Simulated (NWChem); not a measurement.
**One shape, several levels: doublet [CH2Br2]+**

Wanted: a comparison of 4 runs (UHF/STO-3G, UHF/3-21G, UB3LYP/6-31G*) of doublet [CH2Br2]+. 

Program for the calculation: NWChem 7.3.0.

37 further runs of the same task are left out: 37 set aside as unsound or not needed.

## (1) The molecule

The species is [CH2Br2]+ (5 atoms), meant as a doublet with charge +1. SMILES of the parent species: `BrCBr`. The coordinates come from a PBE0-D4/def2-TZVP relaxation. That shape belongs to the parent species and isn't relaxed for this state.

Bond lengths: Br1–C2 1.922 Å, C2–Br3 1.922 Å, C2–H4 1.084 Å, C2–H5 1.084 Å. Angles: Br1–C2–Br3 113.8°, Br1–C2–H4 107.8°, Br1–C2–H5 107.8°, Br3–C2–H4 107.8°, Br3–C2–H5 107.8°, H4–C2–H5 112.1°.

## (2) A single-point energy at UHF/STO-3G (run 1)

The input, run.py:

```python
from ase import Atoms
from ase.calculators.nwchem import NWChem

molecule = Atoms(['Br', 'C', 'Br', 'H', 'H'], positions=[
    [-0.582370, -0.873340, 1.500320],
    [-0.105050, 0.124070, -0.071970],
    [1.613500, -0.344140, -0.794330],
    [-0.075830, 1.173320, 0.198040],
    [-0.850250, -0.079900, -0.832070],
])

calc = NWChem(
    label='ch2br2',
    theory='scf',
    memory='2200 mb',
    basis='STO-3G',
    basispar='spherical bse',
    charge=1,
    scf={'nopen': '1', 'uhf': None, 'thresh': '1e-08', 'maxiter': '80'},
    task='energy',
)
molecule.calc = calc

e = molecule.get_potential_energy()
print(f"E = {e:.6f} eV")
```

On the command line:

```
$ export ASE_NWCHEM_COMMAND="nwchem PREFIX.nwi > PREFIX.nwo"
$ python run.py
```

Output:

```text
E = -139529.202630 eV
```

The calculator wrote ch2br2.nwi:

```
title "ch2br2"

permanent_dir ch2br2

scratch_dir ch2br2

start ch2br2

geometry units angstrom nocenter noautosym noautoz
  Br -5.8237000000000005e-01 -8.7334000000000001e-01 1.5003200000000001e+00
  C  -1.0505000000000000e-01 1.2407000000000000e-01 -7.1970000000000006e-02
  Br 1.6134999999999999e+00 -3.4414000000000000e-01 -7.9432999999999998e-01
  H  -7.5829999999999995e-02 1.1733199999999999e+00 1.9803999999999999e-01
  H  -8.5024999999999995e-01 -7.9899999999999999e-02 -8.3206999999999998e-01
end

charge 1

memory 2200 mb

basis spherical bse noprint
   * library STO-3G
end

scf
  nopen 1
  uhf
  thresh 1e-08
  maxiter 80
end

task scf energy
```

ch2br2.nwo:

```text
Northwest Computational Chemistry Package (NWChem) 7.3.0
             --------------------------------------------------------

           Job information
           ---------------

    nwchem branch   = 7.3.0
    use scalapack   = T
    input           = ch2br2.nwi
    prefix          = ch2br2.
    data base       = ch2br2/ch2br2.db
    status          = startup
    nproc           =        1

           Memory information
           ------------------

[... 5 lines left out ...]
    hardfail = no
[... 38 lines left out ...]
            Nuclear Dipole moment (a.u.)
[... 89 lines left out ...]
         Quadratically convergent UHF
[... 24 lines left out ...]
       Final UHF  results
[... 5 lines left out ...]
 Nuclear repulsion energy =    353.005306155546
[... 228 lines left out ...]
                     UHF Final Beta Molecular Orbital Analysis
[... 175 lines left out ...]
       Multipole analysis of the density wrt the origin
       ------------------------------------------------

     L   x y z        total         alpha         beta         nuclear
     -   - - -        -----         -----         ----         -------
     0   0 0 0      1.000000    -39.000000    -38.000000     78.000000

     1   1 0 0     -0.643479    -32.530310    -33.371397     65.258229
[... 8 lines of this table left out ...]
     2   0 0 2    -23.075164   -197.536692   -188.465193    362.926720

 Task  times  cpu:       31.7s     wall:       31.7s
 Total times  cpu:       31.7s     wall:       31.7s
```

Run time: 33 s. Hardware: 1 thread of Intel Xeon 6975P-C (Granite Rapids), shared host; peak memory 0.1 GiB.

## (3) The energy at UHF/3-21G (run 2)

The input, run.py:

```python
from ase import Atoms
from ase.calculators.nwchem import NWChem

atoms = Atoms('BrCBrHH', positions=[
    [-0.582370, -0.873340, 1.500320],
    [-0.105050, 0.124070, -0.071970],
    [1.613500, -0.344140, -0.794330],
    [-0.075830, 1.173320, 0.198040],
    [-0.850250, -0.079900, -0.832070],
])

calc = NWChem(
    label='input',
    theory='scf',
    memory='2200 mb',
    basis='3-21G',
    basispar='spherical bse',
    charge=1,
    scf={'nopen': '1', 'uhf': None, 'thresh': '1e-08', 'maxiter': '80'},
    task='energy',
)
atoms.calc = calc

e = atoms.get_potential_energy()
print(f"E = {e:.6f} eV")
```

On the command line:

```
$ export ASE_NWCHEM_COMMAND="nwchem PREFIX.nwi > PREFIX.nwo"
$ python run.py
```

Output:

```text
E = -140370.965711 eV
```

The calculator wrote input.nwi:

```
title "input"

permanent_dir input

scratch_dir input

start input

geometry units angstrom nocenter noautosym noautoz
  Br -5.8237000000000005e-01 -8.7334000000000001e-01 1.5003200000000001e+00
  C  -1.0505000000000000e-01 1.2407000000000000e-01 -7.1970000000000006e-02
  Br 1.6134999999999999e+00 -3.4414000000000000e-01 -7.9432999999999998e-01
  H  -7.5829999999999995e-02 1.1733199999999999e+00 1.9803999999999999e-01
  H  -8.5024999999999995e-01 -7.9899999999999999e-02 -8.3206999999999998e-01
end

charge 1

memory 2200 mb

basis spherical bse noprint
   * library 3-21G
end

scf
  nopen 1
  uhf
  thresh 1e-08
  maxiter 80
end

task scf energy
```

input.nwo:

```text
Northwest Computational Chemistry Package (NWChem) 7.3.0
             --------------------------------------------------------

           Job information
           ---------------

    nwchem branch   = 7.3.0
    use scalapack   = T
    input           = input.nwi
    prefix          = input.
    data base       = input/input.db
    status          = startup
    nproc           =        1

           Memory information
           ------------------

[... 5 lines left out ...]
    hardfail = no
[... 38 lines left out ...]
            Nuclear Dipole moment (a.u.)
[... 82 lines left out ...]
 2-e energy   =    2323.490422
[... 19 lines left out ...]
  ga_iter_lsolve: convergence stagnant ... aborting solve
[... 13 lines left out ...]
      One electron energy =  -7875.732183420134
[... 9 lines left out ...]
          Final alpha eigenvalues
[... 287 lines left out ...]
                     UHF Final Beta Molecular Orbital Analysis
[... 230 lines left out ...]
       Multipole analysis of the density wrt the origin
       ------------------------------------------------

     L   x y z        total         alpha         beta         nuclear
     -   - - -        -----         -----         ----         -------
     0   0 0 0      1.000000    -39.000000    -38.000000     78.000000

     1   1 0 0     -0.558987    -32.523123    -33.294093     65.258229
[... 8 lines of this table left out ...]
     2   0 0 2    -24.359803   -198.275651   -189.010873    362.926720

 Task  times  cpu:       39.3s     wall:       39.3s
 Total times  cpu:       39.3s     wall:       39.3s
```

Wall time 41 s (1 thread of Intel Xeon 6975P-C (Granite Rapids), shared host); peak memory 0.1 GiB.

## (4) A single-point energy at UB3LYP/6-31G(d) (spherical functions) (run 3)

The input, ch2br2.nw:

```
start ch2br2
title "CH2Br2"
memory total 2200 mb
charge 1

geometry units angstroms noautosym nocenter noautoz
Br      -0.582370      -0.873340       1.500320
C       -0.105050       0.124070      -0.071970
Br       1.613500      -0.344140      -0.794330
H       -0.075830       1.173320       0.198040
H       -0.850250      -0.079900      -0.832070
end

basis spherical bse
Br library 6-31G*
C library 6-31G*
H library 6-31G*
end

dft
xc b3lyp
mult 2
grid xfine
convergence energy 1e-08
iterations 100
mulliken
noprint "final vectors analysis"
end

task dft
```

On the command line:

```
$ nwchem ch2br2.nw > ch2br2.out
```

Output:

```text
[...]
          Wavefunction type:  spin polarized.
          No. of atoms     :     5
          No. of electrons :    77
[...]
          Charge           :     1
          Spin multiplicity:     2
[...]
          AO basis - number of functions:    82
[...]
              XC Information
              --------------
                         B3LYP Method XC Potential
                     Hartree-Fock (Exact) Exchange  0.200
                        Slater Exchange Functional  0.800 local
                    Becke 1988 Exchange Functional  0.720 non-local
              Lee-Yang-Parr Correlation Functional  0.810
                  VWN I RPA Correlation Functional  0.190 local
[...]
 d= 0,ls=0.0,diis     1  -5186.2738247492 -5.54D+03  1.58D-02  2.01D+00     4.3
[...]
 d= 0,ls=0.5,diis    17  -5186.6687430382 -5.14D-09  6.58D-07  9.15D-10    52.8
[...]
         Total DFT energy =    -5186.668743040603
      One electron energy =    -7899.533857998997
           Coulomb energy =     2548.359330227593
    Exchange-Corr. energy =     -188.499521424745
 Nuclear repulsion energy =      353.005306155547
[...]
      Total Density - Mulliken Population Analysis
     ---------------------------------------------
    Atom       Charge   Shell Charges
 -----------   ------   -------------------------------------------------------
    1 Br  35    34.59   2.00  2.00  6.00  2.00  5.99  1.70  3.68  0.26  0.92  6.95  2.92  0.17
    2 C    6     6.49   2.00  0.70  1.99  0.72  1.05  0.04
    3 Br  35    34.59   2.00  2.00  6.00  2.00  5.99  1.70  3.68  0.26  0.92  6.95  2.92  0.17
    4 H    1     0.66   0.50  0.17
    5 H    1     0.66   0.50  0.17
[...]
      <S2> =      0.7515 (Exact =     0.7500)
[...]
```

Run time: 56 s. Hardware: 1 thread of Intel Xeon 6975P-C (Granite Rapids), shared host; peak memory 0.13 GiB.

## (5) A single-point energy at UB3LYP/6-31G(d) (Cartesian functions) (run 4)

The input, test.nw:

```
start test
memory stack 880 mb heap 220 mb global 1100 mb
charge 1

geometry units bohr noautosym nocenter noautoz
   Br  -1.10051980  -1.65037341   2.83519390
   C   -0.19851573   0.23445832  -0.13600359
   Br   3.04907310  -0.65033035  -1.50106615
   H   -0.14329793   2.21725346   0.37424136
   H   -1.60673964  -0.15098912  -1.57238442
end

basis
   * library 6-31G*
end

dft
   xc b3lyp
   mult 2
   grid xfine
   convergence energy 1e-08
   iterations 100
   mulliken
   noprint "final vectors analysis"
end

task dft
```

On the command line:

```
$ nwchem test.nw > test.out
```

Output:

```text
[...]
          Wavefunction type:  spin polarized.
          No. of atoms     :     5
          No. of electrons :    77
[...]
          Charge           :     1
          Spin multiplicity:     2
[...]
          AO basis - number of functions:    89
[...]
              XC Information
              --------------
                         B3LYP Method XC Potential
                     Hartree-Fock (Exact) Exchange  0.200
                        Slater Exchange Functional  0.800 local
                    Becke 1988 Exchange Functional  0.720 non-local
              Lee-Yang-Parr Correlation Functional  0.810
                  VWN I RPA Correlation Functional  0.190 local
[...]
 d= 0,ls=0.0,diis     1  -5186.2637996045 -5.54D+03  1.62D-02  3.60D+00     5.6
[...]
 d= 0,ls=0.5,diis    16  -5186.6866705809 -5.64D-09  9.04D-07  1.68D-09    54.6
[...]
         Total DFT energy =    -5186.686670583324
      One electron energy =    -7899.372159060214
           Coulomb energy =     2548.093135695974
    Exchange-Corr. energy =     -188.412928202603
 Nuclear repulsion energy =      353.005280983519
[...]
      Total Density - Mulliken Population Analysis
     ---------------------------------------------
    Atom       Charge   Shell Charges
 -----------   ------   -------------------------------------------------------
    1 Br  35    34.59   2.00  1.99  6.00  1.93  5.99  1.68  3.67  0.30  0.92  7.02  2.95  0.14
    2 C    6     6.50   1.99  0.71  1.99  0.72  1.05  0.04
    3 Br  35    34.59   2.00  1.99  6.00  1.93  5.99  1.68  3.67  0.30  0.92  7.02  2.95  0.14
    4 H    1     0.66   0.50  0.17
    5 H    1     0.66   0.50  0.17
[...]
      <S2> =      0.7515 (Exact =     0.7500)
[...]
```

Wall time 59 s (1 thread of Intel Xeon 6975P-C (Granite Rapids), shared host); peak memory 0.13 GiB.

## (6) Overview of the runs

| run | level | iteration cap | module | energy (Eh) | ⟨S²⟩ | wall time |
| --- | --- | --- | --- | --- | --- | --- |
| 1 | UHF/STO-3G | 80 | scf | -5127.603662 | 0.756 | 33 s |
| 2 | UHF/3-21G | 80 | scf | -5158.537885 | 0.757 | 41 s |
| 3 | UB3LYP/6-31G* (spherical functions) | 100 | dft | -5186.668743 | 0.751 | 56 s |
| 4 | UB3LYP/6-31G* (Cartesian functions) | 100 | dft | -5186.686671 | 0.751 | 59 s |

## (7) Results

| quantity | value |
| --- | --- |
| run 4: total energy | -5186.68667 Eh |
| run 4: ⟨S²⟩ | 0.751 |

What this shows: In run 1 the basis is minimal, so the values are rough. All runs together took 3.1 min, the longest 59 s.
